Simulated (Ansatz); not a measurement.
**Cd: how well frozen cores do**

Does the method matter for Cd? The same cell, functional and mesh are run with full-potential LAPW, PAW on the default files and all-electron PAW on datasets made for the crystal.

Method: DFT PBEsol, scalar-relativistic, in Ansatz 0.2.0.

**1. The structure to begin with**

The structure is hexagonal, space group P6_3/mmc (No. 194). Conventional cell: a = 2.979 Å, b = 2.979 Å, c = 5.618 Å, α = 90.00°, β = 90.00°, γ = 120.00°. Around Cd (site symmetry -6m2) lie 12 Cd at 2.98 to 3.29 Å.

Coordinates:

```xyz
2
Lattice="2.9789 0.0000 0.0000 -1.4894 2.5798 0.0000 0.0000 0.0000 5.6177" Properties=species:S:1:pos:R:3 pbc="T T T"
Cd    0.0000    1.7199    1.4044
Cd    1.4894    0.8599    4.2132
```

The cell is a deposited one (Crystallography Open Database entry 9008490); the temperature and pressure of the measurement aren't taken into account, and nothing was relaxed.

Atoms are numbered in the order of the input: Cd1, Cd2.

**2. Full-potential LAPW**

Input file input.yaml:

```yaml
crystal:
  lattice:
    - [2.9788725081, 0.0, 0.0]
    - [-1.489436254, 2.5797792666, 0.0]
    - [0.0, 0.0, 5.61765]
  atoms:
    - { symbol: Cd, position: [0.3333333333, 0.6666666667, 0.25] }
    - { symbol: Cd, position: [0.6666666667, 0.3333333333, 0.75] }
kpoints:
  mp_grid: { grid: [14, 14, 7] }
  band_path:
    path:
      - [0.0, 0.0, 0.0]
      - [0.5, 0.0, 0.0]
      - [0.3333333333, 0.3333333333, 0.0]
      - [0.0, 0.0, 0.0]
      - [0.0, 0.0, 0.5]
      - [0.5, 0.0, 0.5]
      - [0.3333333333, 0.3333333333, 0.5]
      - [0.0, 0.0, 0.5]
      - [0.5, 0.0, 0.5]
    npoints: 14
scf:
  occupations: { method: fermi_dirac, width: 0.05 }
hamiltonian:
  xc: pbesol
  pseudopotentials: { kind: all_electron, lapw: { basis_error: 0.00025 } }
output:
  forces: true
  stress: true
  eigenvalues: true
  populations: true
  dos: { projected: true, de: 0.2, e_range: [-14, 8] }
```

Command:

```bash
> ansatz run input.yaml --threads 1 --pin off --max-ram 3072MiB --backend cpu --events-out ev --progress --plain --runs-dir out
```

**3. PAW on the default files**

Edit input.yaml of step 2 so:

```diff
@@ -26,3 +26,3 @@
   xc: pbesol
-  pseudopotentials: { kind: all_electron, lapw: { basis_error: 0.00025 } }
+  pseudopotentials: { kind: paw }
 output:
@@ -31,3 +31,9 @@
   eigenvalues: true
+  efg: { contact_densities: true }
   populations: true
+  bader: true
   dos: { projected: true, de: 0.2, e_range: [-14, 8] }
+  write_density: true
+  write_potential: true
+  elf: true
+  volumetric_format: npy
```

**4. All-electron PAW on datasets made for the crystal**

Edit input.yaml of step 3 so:

```diff
@@ -21,3 +21,3 @@
       - [0.5, 0.0, 0.5]
-    npoints: 14
+    npoints: 8
 scf:
@@ -26,3 +26,3 @@
   xc: pbesol
-  pseudopotentials: { kind: paw }
+  pseudopotentials: { kind: all_electron, datasets: crystal }
 output:
@@ -32,8 +32 @@
   efg: { contact_densities: true }
-  populations: true
-  bader: true
-  dos: { projected: true, de: 0.2, e_range: [-14, 8] }
-  write_density: true
-  write_potential: true
-  elf: true
-  volumetric_format: npy
```

(Steps that only read results are left out.)

Before running it: what results should come out? Wanted: pressure; gap; Bader charges.

The runs gave:

| quantity | value |
| --- | --- |
| pressure | LAPW -1.45, PAW -1.44, crystal datasets -1.45 GPa |
| gap (LAPW) | none |
| Bader charges (PAW) | Cd1 +0.00 e |

What this shows: At this geometry the cell is under tension of 1.4 GPa, so it would shrink if let go. Bands cross the Fermi level: the crystal is a metal at this level. The field gradient at Cd1, the largest by crystal datasets, is 7.50 by PAW and 7.68 by crystal datasets (10²¹ V/m²), within 5 %. Spin–orbit coupling is left out, which moves gradients at and beside heavy atoms by some per cent and at worst by a factor of two. PAW lies less than 0.01 GPa from LAPW in pressure. The price, with the outputs that each input asks for: 28 s for LAPW against 11 s for PAW, about 2.6 to one.
